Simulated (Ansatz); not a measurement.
NiMoIrPdW:

```
CELL_PARAMETERS angstrom
2.76616 0.00000 0.00000
-1.38308 2.39557 0.00000
0.00000 0.00000 11.02292
ATOMIC_POSITIONS crystal
Ni 0.33333 0.66667 0.59712
Mo 0.00000 0.00000 0.41074
Pd 0.66667 0.33333 0.79520
Ir 0.66667 0.33333 0.19960
W 0.33333 0.66667 0.99734
```

The cell was built by a generator and needn't be a form met in nature.

| Quantity | Value |
| --- | --- |
| Program | Ansatz 0.2.0 |
| Task | relaxation of cell and atoms |
| Functional | r2SCAN |
| Dispersion | rVV10 |
| Potentials or basis | Ansatz PAW |
| Cutoff | 500 eV (not typed: the program's choice for these potentials) |
| k mesh | 8 × 8 × 2 |
| Occupations | fermi-dirac, width 0.05 eV |
| Spin | collinear spin, ferromagnetic start |
| Starting moments | [1.0, 1.0, 0.0, 0.6, 0.0] μB |

At the start: volume 14.61 Å³/atom.

**Question.** Where does the relaxation end?

**Answer.** It ends after 5 steps and the volume is 14.18 Å³/atom (-2.9 %); space group P3m1 (No. 156, to 0.05 Å); moment 0.46 μB per cell.

The path:
```
step  energy change (eV)  largest force (eV/Å)  volume (Å³)
   1              0.0000                0.0613        73.04
   2             -0.0515                0.0608        71.15
   3             -0.0526                0.0178        70.91
   4             -0.0526                0.0050        70.92
   5             -0.0508                0.0051        70.92
```

Final structure:
```
CELL_PARAMETERS angstrom
2.73762 0.00000 0.00000
-1.36881 2.37085 0.00000
0.00000 0.00000 10.92705
ATOMIC_POSITIONS crystal
Ni 0.33333 0.66667 0.59791
Mo 0.00000 0.00000 0.41146
Pd 0.66667 0.33333 0.79371
Ir 0.66667 0.33333 0.20018
W 0.33333 0.66667 0.99675
```

Caveat: the magnetic or orbital state may not be the lowest; the plane-wave basis is chosen anew once the cell has moved, so the energies of steps on either side of that aren't comparable; the PAW data sets come from PBE, with cores solved anew for the run's functional, which leaves a small shift of forces and pressure.
